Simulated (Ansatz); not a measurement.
Task: a displacement scan with seeded SCF runs of MnO, space group Fm-3m, with Ansatz 0.2.0 through its Python package. Give the script and its output. Level of theory (first run): LDA, PAW, cutoff 420 eV, 9×9×9 k-points, Fermi-Dirac smearing of 0.02 eV, collinear spin.

`mno.extxyz`
```text
2
Lattice="0.0 2.223 2.223 2.223 0.0 2.223 2.223 2.223 0.0" Properties=species:S:1:pos:R:3:initial_magmoms:R:1 pbc="T T T"
Mn    0.00000000    0.00000000    0.00000000  4.00
O     2.22300000    2.22300000    2.22300000  0.00
```

`run_walk.py`
```python
"""Move one atom of MnO step by step, each SCF seeded by the last."""

import ansatz as az
import numpy as np

structure = az.Crystal.from_extxyz("mno.extxyz")

start = np.array(structure.resolved().sites[1].position)
previous, rows = None, []
for step in range(5):
    target = start + step * 0.015 * np.eye(3)[1]
    setup = (
        structure.move(1, to=target).calculation()
        .functional(az.Functional.LDA)
        .basis(420)
        .kpoints(mesh=(9, 9, 9), shift=0.5)
        .occupations("fermi_dirac", width=0.02)
        .spin("collinear")
        .hubbard("Mn", "d", u_eff=4.5)
        .scf(lower_state_search="light")
        .forces()
    )
    session = setup.session()
    if previous is not None:
        session.seed_next_step(previous)
    previous = session.plan(retain="wavefunctions").execute()
    rep = previous.report
    shift = float(np.linalg.norm((target - start) @ np.array(rep["lattice"]["cell_ang"])))
    rows.append((step, shift, rep["lagrangian_ev"], float(np.linalg.norm(rep["forces_ev_ang"][1])), rep["n_iterations"], rep["n_symmetry_ops"]))
rows = [(row[0], row[1], 1000 * (row[2] - rows[0][2]), *row[3:]) for row in rows]
for row in rows:
    print("; ".join(f"{name} = {round(v, 4) if isinstance(v, float) else v}" for name, v in zip(["step", "moved A", "dE meV", "force on it eV/A", "iterations", "symmetry operations"], row)))
```

```console
$ python run_walk.py
DeckWarning: crystal.symmetry: narrowed to the stabiliser of the k-point mesh — unitary ops 48 → 12; excluded 36 operations that carry a point of the 9×9×9 mesh (shift [0.5, 0.5, 0.5]) off the mesh (the run samples exactly the mesh kpoints.mp_grid names, as under crystal.symmetry.detect: false, and its converged state [...]
DeckWarning: crystal.symmetry: narrowed to the stabiliser of the k-point mesh — unitary ops 4 → 2; excluded 2 operations that carry a point of the 9×9×9 mesh (shift [0.5, 0.5, 0.5]) off the mesh (the run samples exactly the mesh kpoints.mp_grid names, as under crystal.symmetry.detect: false, and its converged state [...]
step = 0; moved A = 0.0; dE meV = 0.0; force on it eV/A = 0.0; iterations = 11; symmetry operations = 12
step = 1; moved A = 0.0472; dE meV = 3.2124; force on it eV/A = 0.1368; iterations = 6; symmetry operations = 2
step = 2; moved A = 0.0943; dE meV = 13.0004; force on it eV/A = 0.2799; iterations = 6; symmetry operations = 2
step = 3; moved A = 0.1415; dE meV = 29.805; force on it eV/A = 0.4354; iterations = 6; symmetry operations = 2
step = 4; moved A = 0.1886; dE meV = 54.3246; force on it eV/A = 0.608; iterations = 6; symmetry operations = 2
```
(Warnings from the package without file and line, shortened.)

Caveats:
- These settings explore the input space; cutoff and mesh may be short of convergence.
- U, its shell and the double counting are chosen to explore, and aren't derived for this compound.
- With one magnetic atom the cell can hold only ferromagnetic order.
- The structure is a deposited one; some such entries were measured under pressure or heat, so a shift against it needn't be the functional's error alone.
- The first step keeps the crystal's symmetry; the moved atom lowers it.
- Finished in 38 s on 1 thread of INTEL(R) XEON(R) PLATINUM 8581C CPU @ 2.30GHz (Emerald Rapids), on a shared host, peak memory 0.58 GiB.

(Lines on the test bed's own set-up are left out of the output.)
